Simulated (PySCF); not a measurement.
# C₃H₈BFS: electronic excitations and core binding energies

What electronic excitations and core binding energies should C₃H₈BFS (`CCCSBF`) show?

Computed with PySCF 2.14.0, with density-fitted response routines of our own, on a single molecule in the gas phase. Atoms are numbered from 0 throughout.

## 1. The molecule as given

14 atoms, charge 0, multiplicity 1; geometry from: GFN2-xTB.

Bonds of the start (Å): C0–C1 1.52, C1–C2 1.52, C2–S3 1.84, S3–B4 1.77, B4–F5 1.32, C0–H6 1.09, C0–H7 1.09, C0–H8 1.09, C1–H9 1.09, C1–H10 1.09, C2–H11 1.09, C2–H12 1.09, B4–H13 1.17.

## 2. TDDFT and polarisability: CAM-B3LYP/def2-SVPD

What the job is given:

```
{"job": {"kind": "uv", "xc": "CAM-B3LYP", "basis": "def2-SVPD", "nstates": 8, "ntriplets": 3}, "charge": 0, "multiplicity": 1}
C     -2.047760     0.275228     0.080476
C     -0.693721    -0.423027     0.132467
C      0.206120     0.220539     1.175566
S      1.770882    -0.720995     1.407509
B      2.726159    -0.249668    -0.001226
F      2.249491     0.626318    -0.870698
H     -2.680978    -0.188034    -0.671599
H     -2.548794     0.206640     1.043418
H     -1.927379     1.326293    -0.171530
H     -0.831499    -1.477591     0.381311
H     -0.214687    -0.366976    -0.847254
H      0.469149     1.240408     0.899920
H     -0.271423     0.222141     2.154442
H      3.793760    -0.691748    -0.174918
```

Method: TDDFT CAM-B3LYP/def2-SVPD, vertical, gas phase, core orbitals frozen in the response.

Run with:

```bash
> OMP_NUM_THREADS=1 python probes_run.py task.json out
```

This one command runs all jobs of the session in turn.

**Question.** This job is followed by: delta-SCF UKS SCAN, pcX-2 on the ionised atom, pcseg-1 elsewhere, spin-free X2C. Predict these results of the whole session: lowest singlet (CAM-B3LYP/def2-SVPD); lowest triplet; C1s binding energies, SCAN/pcX-2; S1s binding energies, SCAN/pcX-2; S2p binding energies, SCAN/pcX-2; F1s binding energies, SCAN/pcX-2.

As calculated:

| quantity | value |
| --- | --- |
| lowest singlet (CAM-B3LYP/def2-SVPD) | 6.46 eV (192 nm), f = 0.122 |
| lowest triplet | 5.06 eV |
| C1s binding energies, SCAN/pcX-2 | C2 291.39, C1 290.84, C0 290.73 eV |
| S1s binding energies, SCAN/pcX-2 | S3 2477.03 eV |
| S2p binding energies, SCAN/pcX-2 | S3 169.58 eV |
| F1s binding energies, SCAN/pcX-2 | F5 692.98 eV |

In words: The lowest singlet, at 6.46 eV, is HOMO→LUMO 0.81 and is bright. The lowest triplet lies 1.40 eV below the lowest singlet (triplets in Tamm-Dancoff, singlets in full TDDFT). The C1s levels kept as sound span 0.66 eV, from C0 (methyl carbon) up to C2 (sp3 CH2 bonded to S).
